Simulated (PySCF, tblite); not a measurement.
**CH₇NOSi+ (doublet): geometry, infrared bands and EPR parameters**

Wanted: the infrared bands and EPR parameters of CH₇NOSi+ (doublet) (`CO[SiH2][NH2+]`), by calculation.

The runs use tblite 0.8.0 and PySCF 2.14.0, with density-fitted response routines of our own; the level of theory stands in each step. All values are computed, except where a source is named. Atoms count from 0, in the outputs and in this text.

## (1) The starting structure

11 atoms, charge 1, multiplicity 2; geometry from: force field or distance geometry start.

Bonds of the start (Å): C0–O1 1.43, O1–Si2 1.65, Si2–N3 1.71, C0–H4 1.09, C0–H5 1.09, C0–H6 1.09, Si2–H7 1.47, Si2–H8 1.47, N3–H9 1.00, N3–H10 1.01.

## (2) Geometry optimisation with GFN2-xTB

What the job is given:

```
{"job": {"kind": "relax", "xc": "GFN2-xTB", "basis": "xTB"}, "charge": 1, "multiplicity": 2}
C      1.785100    -0.207000     0.020000
O      0.537700     0.495600    -0.064100
Si    -0.848600    -0.386800     0.068900
N     -2.069700     0.795400    -0.077200
H      2.584100     0.525400    -0.068900
H      1.887300    -0.707500     0.985500
H      1.877700    -0.924200    -0.800400
H     -0.969500    -1.321000    -1.058700
H     -0.949700    -1.025800     1.392400
H     -1.921900     1.280800    -0.939400
H     -1.907000     1.477800     0.655600
```

Launch:

```bash
OMP_NUM_THREADS=1 python probes_run.py task.json out
```

The driver reads the jobs from task.json and runs them one after another.

The log of the run:

```text
step      E/eV     max force
  0    -379.90664    1.795
  1    -379.99400    1.148
  2    -380.12222    1.434
  3    -380.19554    1.143
  4    -380.28607    0.650
  5    -380.32675    0.653
  6    -380.37221    0.500
  7    -380.40447    0.485
  8    -380.43331    0.432
  9    -380.45633    0.427
 10    -380.47619    0.396
 11    -380.49148    0.439
 12    -380.50453    0.435
 13    -380.51682    0.397
 14    -380.52775    0.311
 15    -380.53524    0.203
 16    -380.53806    0.149
 17    -380.54234    0.166
 18    -380.54533    0.195
 19    -380.54806    0.174
 20    -380.54994    0.096
 21    -380.55106    0.090
 22    -380.55180    0.082
 23    -380.55298    0.101
 24    -380.55549    0.186
 25    -380.56064    0.357
 26    -380.56632    0.447
 27    -380.57572    0.373
 28    -380.58932    0.215
 29    -380.59564    0.233
 30    -380.60776    0.319
 31    -380.61830    0.364
 32    -380.62856    0.541
 33    -380.63811    0.380
 34    -380.65287    0.331
 35    -380.66469    0.748
 36    -380.68457    0.291
 37    -380.70231    0.257
 38    -380.71378    0.422
 39    -380.71974    0.330
 40    -380.72959    0.292
 41    -380.75277    0.834
 42    -380.76682    0.410
 43    -380.77887    0.260
 44    -380.79161    0.699
 45    -380.80368    0.431
 46    -380.82170    0.225
 47    -380.83249    0.559
 48    -380.83712    0.468
 49    -380.84233    0.184
 50    -380.84502    0.217
 51    -380.84867    0.316
 52    -380.85171    0.314
 53    -380.85564    0.237
 54    -380.85946    0.146
 55    -380.86320    0.162
 56    -380.86622    0.142
 57    -380.86791    0.178
 58    -380.86910    0.115
 59    -380.86990    0.123
 60    -380.87217    0.118
 61    -380.87422    0.149
 62    -380.87770    0.142
 63    -380.88015    0.113
 64    -380.88165    0.099
 65    -380.88258    0.085
 66    -380.88333    0.113
 67    -380.88368    0.058
 68    -380.88410    0.039
 69    -380.88430    0.054
 70    -380.88446    0.054
 71    -380.88472    0.055
 72    -380.88505    0.045
 73    -380.88538    0.046
 74    -380.88563    0.039
 75    -380.88578    0.033
 76    -380.88589    0.028
 77    -380.88600    0.027
 78    -380.88612    0.028
 79    -380.88624    0.031
 80    -380.88634    0.035
 81    -380.88645    0.035
 82    -380.88660    0.038
 83    -380.88677    0.038
 84    -380.88694    0.032
 85    -380.88705    0.026
 86    -380.88713    0.024
 87    -380.88719    0.029
 88    -380.88725    0.023
 89    -380.88730    0.018
 90    -380.88735    0.017
 91    -380.88742    0.017
 92    -380.88748    0.015
 93    -380.88751    0.011
 94    -380.88752    0.008
```

It took 0.32 s on 1 thread of Arm Neoverse V2, shared host.

The steps of the relaxation: (not every step is listed)

| step | energy from step 0 (eV) | largest force (eV/Å) |
| --- | --- | --- |
| 0 | 0.0000 | 1.7955 |
| 1 | -0.0874 | 1.1480 |
| 2 | -0.2156 | 1.4343 |
| 3 | -0.2889 | 1.1428 |
| 4 | -0.3794 | 0.6501 |
| 5 | -0.4201 | 0.6527 |
| 6 | -0.4656 | 0.4996 |
| 7 | -0.4978 | 0.4845 |
| 8 | -0.5267 | 0.4316 |
| 16 | -0.6314 | 0.1485 |
| 24 | -0.6489 | 0.1858 |
| 32 | -0.7219 | 0.5408 |
| 40 | -0.8229 | 0.2919 |
| 48 | -0.9305 | 0.4684 |
| 56 | -0.9596 | 0.1422 |
| 64 | -0.9750 | 0.0993 |
| 72 | -0.9784 | 0.0447 |
| 80 | -0.9797 | 0.0348 |
| 88 | -0.9806 | 0.0233 |
| 89 | -0.9807 | 0.0179 |
| 90 | -0.9807 | 0.0175 |
| 91 | -0.9808 | 0.0174 |
| 92 | -0.9808 | 0.0154 |
| 93 | -0.9809 | 0.0112 |
| 94 | -0.9809 | 0.0081 |

Distances of close pairs at the start and the end, largest changes first:

```csv
bond,before (Å),after (Å),change (Å)
O1–Si2,1.649,1.587,-0.062
C0–O1,1.434,1.385,-0.049
N3–H9,1.000,1.010,+0.010
Si2–N3,1.706,1.712,+0.006
Si2–H7,1.469,1.475,+0.005
C0–H5,1.092,1.096,+0.004
N3–H10,1.014,1.011,-0.003
C0–H4,1.088,1.090,+0.003
```

The final coordinates are the input of the step that follows.

## (3) Infrared spectrum with GFN2-xTB

What the job is given:

```
{"job": {"kind": "ir", "xc": "GFN2-xTB", "basis": "xTB"}, "charge": 1, "multiplicity": 2}
C      1.890298    -0.202964     0.126984
O      0.602312    -0.704253     0.038288
Si    -0.970890    -0.524015    -0.068498
N     -1.668507     1.039470    -0.072342
H      1.910466     0.884311     0.048603
H      2.327313    -0.513679     1.083234
H      2.498632    -0.652376    -0.665436
H     -1.293236    -1.184650    -1.347018
H     -1.460978    -1.254968     1.114445
H     -2.663734     1.200967    -0.132551
H     -1.166251     1.914828    -0.011951
```

The log of the run:

```text
mode    cm-1     km/mol
  1      55.0      1.25
  2     114.4      1.47
  3     132.0     29.12
  4     232.3      7.33
  5     262.1     26.04
  6     361.8     10.90
  7     480.4    116.55
  8     535.9      3.27
  9     544.3    191.45
 10     583.0     37.26
 11     679.7     16.40
 12     743.0     38.37
 13     908.1     29.71
 14    1063.0      0.54
 15    1103.7     24.15
 16    1197.8     45.98
 17    1378.2     32.23
 18    1381.7     99.50
 19    1418.2     77.28
 20    1439.2     86.40
 21    2045.1      5.60
 22    2113.3     36.36
 23    2917.5     15.91
 24    2941.4     96.28
 25    2999.7      5.36
 26    3425.8    156.43
 27    3459.6     73.21
```

It took 0.16 s on 1 thread of Arm Neoverse V2, shared host.

The strongest bands and the atoms that carry them (share of the mass-weighted mode):

```csv
cm⁻¹,km/mol,atoms
480,116.5,"H7 29 %, H8 27 %, H9 19 %, H10 12 %"
544,191.4,"H9 28 %, H8 23 %, H10 22 %, H7 19 %"
1382,99.5,"H6 38 %, H5 35 %, H4 13 %"
1418,77.3,"H6 35 %, H4 33 %, H5 24 %"
1439,86.4,"H9 45 %, H10 43 %, N3 11 %"
2941,96.3,"H6 73 %, H5 22 %"
3426,156.4,"H10 69 %, H9 27 %"
3460,73.2,"H9 67 %, H10 25 %"
```

## (4) g tensor and hyperfine couplings: B3LYP/pcH-1

Same as in step 3 but for these lines:

```diff
@@ -1,2 +1,2 @@
-{"job": {"kind": "ir", "xc": "GFN2-xTB", "basis": "xTB"}, "charge": 1, "multiplicity": 2}
+{"job": {"kind": "epr", "basis": "pcH-1"}, "charge": 1, "multiplicity": 2}
 C      1.890298    -0.202964     0.126984
```

With the program's defaults for keys left out, this is: UKS B3LYP, pcH-1 on C H N O Si, non-relativistic, mean-field spin-orbit, GIAO.

The log of the run:

```text
UKS, coarse grid
  cycle   1  E = -461.42261838  |g| = 5.17e-01
  cycle   2  E = -460.77262363  |g| = 1.30e+00
  cycle   3  E = -461.49089888  |g| = 2.47e-01
  cycle   4  E = -461.50716067  |g| = 1.79e-01
  cycle   5  E = -461.52260889  |g| = 2.42e-02
  cycle   6  E = -461.52275583  |g| = 1.68e-02
  cycle   7  E = -461.52287079  |g| = 7.28e-03
  cycle   8  E = -461.52289522  |g| = 2.07e-03
  cycle   9  E = -461.52289774  |g| = 7.69e-04
UKS, final grid
  cycle   1  E = -461.52284885  |g| = 1.91e-03
  cycle   2  E = -461.52282789  |g| = 7.03e-03
  cycle   3  E = -461.52285051  |g| = 3.18e-04
  cycle   4  E = -461.52285056  |g| = 1.30e-04
  cycle   5  E = -461.52285056  |g| = 5.91e-05
  cycle   6  E = -461.52285057  |g| = 1.32e-05
E = -461.52285057 Eh   <S^2> = 0.7567 (exact 0.7500)
g shifts (ppm)      1          2          3
  rmc          -192       -192       -192
  gc             -0         59         43
  oz_so         121       2542       6385
  total         -71       2409       6236
hyperfine (MHz)  atom isotope    a_iso     a_fc   dipolar eigenvalues
    0   13C      -9.78      -9.87     -3.61     -1.44      5.05
    1   17O     -14.62     -14.15    -60.61     30.04     30.57
    2  29Si     132.38     132.55     -4.93     -0.30      5.23
    3   14N      16.46      16.38    -23.53    -23.32     46.85
    4    1H      -0.47      -0.48     -2.33     -0.41      2.74
    5    1H      73.59      73.58     -3.48     -2.07      5.55
    6    1H      57.70      57.69     -3.40     -1.88      5.28
    7    1H     382.77     382.77     -4.93     -2.90      7.82
    8    1H     380.66     380.66     -4.92     -2.89      7.81
    9    1H     -32.83     -32.89    -26.71     -6.84     33.55
   10    1H     -35.11     -35.17    -26.93     -6.73     33.66
```

Wall time 19 s (1 thread of Arm Neoverse V2, shared host); peak memory 0.6 GiB.

Principal g values 2.00225, 2.00473, 2.00856; g(iso) = 2.00518, against 2.00232 for a free electron.

Mean a(iso) over the nuclei that a row names, and the largest dipolar term of the row (other rows stand at the frozen geometry):

```
    nuclei  isotope  a(iso) (MHz)  a(iso) (G, at g = 2.0023)  largest dipolar term (MHz)
    H7, H8       1H         381.7                      136.2                         7.8
       Si2     29Si         132.4                       47.2                         5.2
H4, H5, H6       1H          43.6                       15.6                         5.6
   H9, H10       1H         -34.0                      -12.1                        33.7
        N3      14N          16.5                        5.9                        46.9
        O1      17O         -14.6                       -5.2                       -60.6
        C0      13C          -9.8                       -3.5                         5.1
```

Mulliken spin populations:

| atom | value (e) |
| --- | --- |
| C0 | 0.00 |
| O1 | 0.18 |
| Si2 | -0.09 |
| N3 | 0.50 |
| H4 | 0.00 |
| H5 | 0.03 |
| H6 | 0.02 |
| H7 | 0.20 |
| H8 | 0.20 |
| H9 | -0.02 |
| H10 | -0.02 |

In first order the couplings over 0.8 MHz of 1H, 14N give 108 distinct lines over 355.1 G, if the averaged nuclei exchange fast; the same motion can average rows kept apart here too.

The fields below are evaluated on a grid from the run's orbitals.

ELF in a plane through or near 7 of the atoms.

Values, 10 rows by 14 columns:
```
0.00 0.00 0.00 0.00 0.00 0.00 0.00 0.00 0.00 0.00 0.00 0.00 0.00 0.00
0.00 0.00 0.00 0.00 0.00 0.00 0.00 0.00 0.00 0.00 0.00 0.00 0.00 0.00
0.00 0.00 0.00 0.01 0.48 0.76 0.06 0.00 0.75 0.84 0.02 0.00 0.00 0.00
0.00 0.00 0.00 0.09 0.97 1.00 0.43 0.02 0.90 0.98 0.24 0.29 0.00 0.00
0.00 0.00 0.01 0.12 0.62 0.87 0.09 0.05 0.55 0.69 0.99 0.96 0.04 0.00
0.00 0.00 0.03 0.46 0.67 0.82 0.34 0.29 0.38 0.65 0.34 0.39 0.00 0.00
0.00 0.00 0.01 0.09 0.06 0.70 0.87 0.11 0.39 0.20 0.01 0.00 0.00 0.00
0.00 0.00 0.00 0.00 0.00 0.24 0.24 0.09 0.37 0.24 0.03 0.00 0.00 0.00
0.00 0.00 0.00 0.00 0.00 0.00 0.00 0.01 0.03 0.02 0.00 0.00 0.00 0.00
0.00 0.00 0.00 0.00 0.00 0.00 0.00 0.00 0.00 0.00 0.00 0.00 0.00 0.00
```
The map spans 10.9 Å across and 8.5 Å up, centred on the molecule. Atoms in the plane (x, y in Å): C0 (-1.9, 0.2), O1 (-0.7, -0.6), Si2 (0.8, -0.7), N3 (1.8, 0.7), H4 (-1.7, 1.3), H9 (2.9, 0.6), H10 (1.5, 1.6).

On the surface of density 0.002 e/bohr³ the electrostatic potential runs, from the 1st to the 99th percentile, from 3.71 V near O1 to 6.94 V near H9.

The spin density lies nearest to N3 35 %; H7, H8 about 16 % each; O1 15 %.

## (5) Results

```
                                 quantity                    value
strongest single infrared mode (GFN2-xTB)     544 cm⁻¹, 191 km/mol
             zero-point energy (GFN2-xTB)            49.3 kcal/mol
                           g(iso) (B3LYP)                  2.00518
                                     ⟨S²⟩       0.757 (exact 0.75)
       largest a(iso) (averaged by class)  1H on H7, H8, 381.7 MHz
```

In words: Relaxing lowered the energy by 0.981 eV in 94 steps; the close pair that moved most is O1–Si2, from 1.649 to 1.587 Å. No mode is imaginary among the 27: a minimum at this level. The strongest single mode, at 544 cm⁻¹, is spread over several atoms, H9, H8, H10, H7 among them. Unscaled tight-binding wavenumbers are off by several per cent, some by more. Its intensities can rank the bands wrongly. The largest share of the spin, 0.50 e, sits on N3. The isotropic g lies 2.9 ppt above the free-electron value.
